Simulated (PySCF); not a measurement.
# NCGaCl2 in PySCF: further runs, part 2 of 2

PySCF 2.14.0.

## 5. Atomic charges, B97-D+D3(BJM)

Input file run.py:

```python
import json
import numpy as np
from pyscf.pbc import gto, scf, dft, df

cell = gto.Cell()
cell.basis = 'def2-svp'
cell.fromfile('GaCNCl2.cif')
cell.exp_to_discard = 0
cell.precision = 1e-08
cell.max_memory = 2520  # MB
cell.verbose = 4
cell.build()

res = {}
from pyscf.dispersion import dftd3
d = dftd3.DFTD3Dispersion(cell, xc='b97d', version='d3bjm', atm=False).get_dispersion(grad=True)
print('dispersion energy = %.10f' % d['energy'])
res['e_disp'] = float(d['energy'])

kpts = cell.make_kpts([1, 1, 1])
mf = dft.KRKS(cell, kpts, xc='GGA_XC_B97_D')
mf = mf.density_fit()
mf.with_df._cderi = 'cderi.h5'  # three-centre integrals saved by an earlier run on this cell, basis and mesh
mf.conv_tol = 1e-07
mf.max_cycle = 60

mf.kernel()
res.update(converged=bool(mf.converged), e_tot=mf.e_tot, nelec=cell.nelectron, nao=cell.nao, mesh=list(map(int, cell.mesh)), a=cell.lattice_vectors().tolist(), coords=cell.atom_coords().tolist(),
           mo_energy=[np.real(x).tolist() for x in mf.mo_energy], mo_occ=[np.real(x).tolist() for x in mf.mo_occ])
res.update(kpts=cell.get_scaled_kpts(kpts).tolist())
res['parts'] = {k: float(np.real(v)) for k, v in mf.scf_summary.items() if np.isscalar(v)}
json.dump(res, open('results.json', 'w'))
if not mf.converged:
    raise SystemExit('SCF not converged')

print('levels (eV)')
for i, kp in enumerate(res['kpts'][:40]):
    print('k %7.4f %7.4f %7.4f  ' % tuple(kp), ' '.join('%.3f' % (x * 27.211386) for x in res['mo_energy'][i][:44]))

# Mulliken populations
dm, s = np.asarray(mf.make_rdm1()), np.asarray(mf.get_ovlp())
sites = cell.aoslice_by_atom()[:, 2:]
tot = np.einsum('kij,kji->i', dm, s).real / len(kpts)
res['mulliken'] = [cell.atom_charge(i) - tot[a0:a1].sum() for i, (a0, a1) in enumerate(sites)]
print('Mulliken charges', np.round(res['mulliken'], 5))
res['meta_lowdin'] = mf.mulliken_meta()[1].tolist()
res['done'] = True
json.dump(res, open('results.json', 'w'))
```

Input file GaCNCl2.cif:

```cif
data_GaCNCl2
_cell_length_a 12.00000000
_cell_length_b 13.00000000
_cell_length_c 13.00000000
_cell_angle_alpha 90.00000000
_cell_angle_beta 90.00000000
_cell_angle_gamma 90.00000000
_space_group_name_H-M_alt 'P1'
_space_group_name_Hall 'P 1'
_space_group_IT_number 1
loop_
_space_group_symop_operation_xyz
'x,y,z'
loop_
_atom_site_label
_atom_site_type_symbol
_atom_site_symmetry_multiplicity
_atom_site_Wyckoff_symbol
_atom_site_fract_x
_atom_site_fract_y
_atom_site_fract_z
_atom_site_occupancy
N1 N 1 a 0.6112958300 0.3664192300 0.6394307700 1
C1 C 1 a 0.5766208300 0.4128115400 0.5710615400 1
Ga1 Ga 1 a 0.5188791700 0.4900192300 0.4571461500 1
Cl1 Cl 1 a 0.3908708300 0.4273346200 0.3658000000 1
Cl2 Cl 1 a 0.5839708300 0.6368115400 0.4243692300 1
```

Potentials or basis: def2-svp (all-electron).

On the command line:

```sh
$ OMP_NUM_THREADS=2 python -u run.py > log
```

Output:

```text
Discarded 0 diffused primitive functions, 0 contracted functions
dispersion energy = -0.0357008679

******** <class 'pyscf.pbc.dft.krks.KRKS'> ********
method = KRKS
initial guess = minao
damping factor = 0
level_shift factor = 0
DIIS = <class 'pyscf.scf.diis.CDIIS'>
diis_start_cycle = 1
diis_space = 8
diis_damp = 0
SCF conv_tol = 1e-07
SCF conv_tol_grad = None
SCF max_cycles = 60
direct_scf = True
direct_scf_tol = 1e-13

******** PBC SCF flags ********
N kpts = 1
Exchange divergence treatment (exxdiv) = ewald
    madelung (= occupied orbital energy shift) = 0.11836144888436818
    Total energy shift due to Ewald probe charge = -1/2 * Nelec*madelung = -4.61609650649
DF object = <pyscf.pbc.df.df.GDF object>
XC functionals = GGA_XC_B97_D
small_rho_cutoff = 0
radial grids:
    Treutler-Ahlrichs [JCP 102, 346 (1995); DOI:10.1063/1.469408] (M4) radial grids

becke partition: Becke, JCP 88, 2547 (1988); DOI:10.1063/1.454033
pruning grids: <function nwchem_prune>
grids dens level: 3
symmetrized grids: False
atomic radii adjust function: <function treutler_atomic_radii_adjust>
Set gradient conv threshold to 0.000316228

******** <class 'pyscf.pbc.df.rsdf_builder._RSNucBuilder'> ********
mesh = [43 47 47] (94987 PWs)
ke_cutoff = 16.92809565338868
omega = 0.5174598520920043
exclude_d_aux = False
exclude_dd_block = True
j2c_eig_always = False
[... 16 lines left out ...]
cycle= 4 E= -2938.52609117752  delta_E= -0.0522  |g|= 0.0703  |ddm|= 0.361
  HOMO = -0.284261523635  LUMO = -0.100208618238  gap/eV = 5.00833
nelec by numeric integration = 78.0000069691483
cycle= 5 E= -2938.52695418115  delta_E= -0.000863  |g|= 0.031  |ddm|= 0.0982
  HOMO = -0.284780970818  LUMO = -0.0977188506737  gap/eV = 5.09022
nelec by numeric integration = 78.00000697118753
cycle= 6 E= -2938.5272640576  delta_E= -0.00031  |g|= 0.00659  |ddm|= 0.0455
  HOMO = -0.283963787421  LUMO = -0.097590831346  gap/eV = 5.07147
nelec by numeric integration = 78.00000697091613
cycle= 7 E= -2938.52727583326  delta_E= -1.18e-05  |g|= 0.00151  |ddm|= 0.00883
  HOMO = -0.284021147119  LUMO = -0.097526897859  gap/eV = 5.07477
nelec by numeric integration = 78.00000697080858
cycle= 8 E= -2938.52727645458  delta_E= -6.21e-07  |g|= 0.000125  |ddm|= 0.00152
  HOMO = -0.284022362469  LUMO = -0.0975389120706  gap/eV = 5.07447
nelec by numeric integration = 78.00000697075183
cycle= 9 E= -2938.52727645766  delta_E= -3.08e-09  |g|= 5.63e-05  |ddm|= 0.000182
  HOMO = -0.284024730171  LUMO = -0.0975369841427  gap/eV = 5.07459
nelec by numeric integration = 78.00000697082396
Extra cycle  E= -2938.52727645644  delta_E= 1.22e-09  |g|= 8.81e-05  |ddm|= 0.000154
converged SCF energy = -2938.52727645644
levels (eV)
k  0.0000  0.0000  0.0000   -10092.327 -2738.208 -2738.207 -1237.581 -1098.800 -1098.719 -1098.712 -381.305 -270.479 -251.190 -251.189 -192.468 -192.467 -192.293 -192.292 -192.255 -192.254 -145.925 -100.659 -100.525 -100.486 -22.796 -22.747 -22.641 -22.514 -22.481 -22.277 -20.324 -19.946 -13.140 -10.457 -9.607 -8.737 -8.466 -8.435 -8.282 -7.938 -7.868 -7.729 -2.654 -1.897 -0.968 0.818 1.772
Mulliken charges [ 0.05398 -0.19844  0.46242 -0.15902 -0.15895]
 ** Mulliken pop on meta-lowdin orthogonal AOs **
 ** Mulliken pop  **
pop of  0 N 1s            1.99989
pop of  0 N 2s            1.56158
pop of  0 N 3s            0.01798
pop of  0 N 2px           1.08130
pop of  0 N 2py           1.15586
pop of  0 N 2pz           1.29321
pop of  0 N 3px           0.00140
pop of  0 N 3py           0.00194
pop of  0 N 3pz           0.00319
pop of  0 N 3dxy          0.00143
pop of  0 N 3dyz          0.00434
pop of  0 N 3dz^2         0.00283
pop of  0 N 3dxz          0.00277
pop of  0 N 3dx2-y2       0.00100
pop of  1 C 1s            1.99986
pop of  1 C 2s            1.06991
pop of  1 C 3s            0.01010
[... 64 lines left out ...]
pop of  4 Cl 4s           0.00192
pop of  4 Cl 2px          1.99996
pop of  4 Cl 2py          1.99995
pop of  4 Cl 2pz          1.99996
pop of  4 Cl 3px          1.83260
pop of  4 Cl 3py          1.61568
pop of  4 Cl 3pz          1.87933
pop of  4 Cl 4px          0.00063
pop of  4 Cl 4py          0.00118
pop of  4 Cl 4pz          0.00059
pop of  4 Cl 3dxy         0.00305
pop of  4 Cl 3dyz         0.00194
pop of  4 Cl 3dz^2        0.00147
pop of  4 Cl 3dxz         0.00044
pop of  4 Cl 3dx2-y2      0.00315
 ** Mulliken atomic charges  **
charge of    0N =     -0.12872
charge of    1C =     -0.09966
charge of    2Ga =      0.59635
charge of    3Cl =     -0.18400
charge of    4Cl =     -0.18398
```

Wall time 23 s (2 threads of Intel Xeon at 2.70GHz, shared host); peak memory 1.9 GiB.

Results:

```yaml
Free_energy: -79962.3722 eV
Gap_between_the_frontier_levels: 5.07 eV
Meta-löwdin_charges: N -0.13; C -0.10; Ga +0.60; Cl -0.18 e
Dispersion_energy_per_atom: -0.194 eV
```

Caveat: this is a molecule in a periodic box at the Γ point, so its band gap is the HOMO-LUMO gap; the energy listed adds the dispersion energy to the SCF energy of the log; population charges move with the basis; relativity is left out, which matters for the heavier elements; the basis of atomic orbitals isn't converged, which shifts pressures, moduli and gaps.

## 6. Atomic charges, M06-2X+D3

run.py, as its differences from that of step 5:

```diff
@@ -15,3 +15,3 @@
 from pyscf.dispersion import dftd3
-d = dftd3.DFTD3Dispersion(cell, xc='b97d', version='d3bjm', atm=False).get_dispersion(grad=True)
+d = dftd3.DFTD3Dispersion(cell, xc='m062x', version='d3zero', atm=False).get_dispersion(grad=True)
 print('dispersion energy = %.10f' % d['energy'])
@@ -20,3 +20,3 @@
 kpts = cell.make_kpts([1, 1, 1])
-mf = dft.KRKS(cell, kpts, xc='GGA_XC_B97_D')
+mf = dft.KRKS(cell, kpts, xc='m062x', exxdiv='ewald')
 mf = mf.density_fit()
```

GaCNCl2.cif is that of step 5.

Potentials or basis: def2-svp (all-electron).

On the command line:

```sh
$ OMP_NUM_THREADS=2 python -u run.py > log
```

Run time: 25 s. Hardware: 2 threads of Intel Xeon at 2.70GHz, shared host; peak memory 1.9 GiB.

It converged, with:

```yaml
Free_energy: -79616.9841 eV
Gap_between_the_frontier_levels: 9.28 eV
Meta-löwdin_charges: N -0.12; C -0.14; Ga +0.68; Cl -0.21 e
Dispersion_energy_per_atom: 0.000 eV
```

Levels at points of the mesh, in eV from the valence-band top:
```
           k point  band 35  band 36  band 37  band 38  band 39  band 40  band 41  band 42
(0.00, 0.00, 0.00)    -0.70    -0.55    -0.20    -0.16     0.00     9.28    10.66    11.52
```

Caveat: this is a molecule in a periodic box at the Γ point, so its band gap is the HOMO-LUMO gap; the energy listed adds the dispersion energy to the SCF energy of the log; population charges move with the basis; relativity is left out, which matters for the heavier elements; the basis of atomic orbitals isn't converged, which shifts pressures, moduli and gaps.

## 7. The runs side by side

```tsv
level	exxdiv	three-centre integrals	three-body dispersion term	gap on the mesh (eV)
PBE	-	-	-	5.00
PBE50	ewald	read from an earlier run's file	-	9.47
revTPSS+D3(OP)	-	read from an earlier run's file	no	5.29
B97-D+D3(BJM)	-	read from an earlier run's file	no	5.07
M06-2X+D3	ewald	read from an earlier run's file	no	9.28
```

Alike in all rows: task atomic charges; potentials or basis def2-svp (all-electron); no spin polarisation; cell as given; k mesh 1 × 1 × 1; smearing fixed.

Caveats: this is a molecule in a periodic box at the Γ point, so its band gap is the HOMO-LUMO gap; relativity is left out, which matters for the heavier elements; the basis of atomic orbitals isn't converged, which shifts pressures, moduli and gaps.

Total energies depend on the potentials used, so only differences within one code and one set of settings carry meaning.
